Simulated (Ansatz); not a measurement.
# Si (silicon): the cost of one run

Computed with Ansatz 0.2.0 (DFT LDA, scalar-relativistic, plane waves, PAW, and further levels as typed in the inputs, unless a step's input says otherwise).

## Step 1: The system as given

The structure is cubic, space group Fd-3m (No. 227). The conventional cell has a = 5.431 Å, b = 5.431 Å, c = 5.431 Å, α = 90.00°, β = 90.00°, γ = 90.00°. Si (site symmetry -43m) is surrounded by 4 Si at 2.35 Å.

Structure file:

```cif
data_structure
_symmetry_space_group_name_H-M 'P 1'
_symmetry_Int_Tables_number 1
_cell_length_a 3.8403
_cell_length_b 3.8403
_cell_length_c 3.8403
_cell_angle_alpha 60.000
_cell_angle_beta 60.000
_cell_angle_gamma 60.000
_cell_volume 40.05
loop_
_atom_site_label
_atom_site_type_symbol
_atom_site_fract_x
_atom_site_fract_y
_atom_site_fract_z
_atom_site_occupancy
Si1 Si 0.00000 0.00000 0.00000 1
Si2 Si 0.25000 0.25000 0.25000 1
```

## Step 2: Single point: Si (silicon), no spin

Contents of input.yaml:

```yaml
crystal:
  lattice:
    - [0.0, 2.7155, 2.7155]
    - [2.7155, 0.0, 2.7155]
    - [2.7155, 2.7155, 0.0]
  atoms:
    - { symbol: Si, position: [0.0, 0.0, 0.0] }
    - { symbol: Si, position: [0.25, 0.25, 0.25] }
scf:
  occupations: { method: fixed }
  n_extra_bands: 4
output:
  forces: true
  stress: true
  eigenvalues: true
  efg: {}
kpoints:
  mp_grid: { grid: [12, 12, 12], shift: [0, 0, 0] }
hamiltonian:
  xc: lda
```

Started as:

```bash
$ ansatz run input.yaml --threads 8 --pin off --max-ram 18432MiB --backend cpu --events-out ev --progress --plain --runs-dir out
```

Q: Estimate wall time and peak memory on 8 threads of Intel Xeon at 2.70GHz, shared host.

About 1.2 s, with a peak of 0.34 GiB.
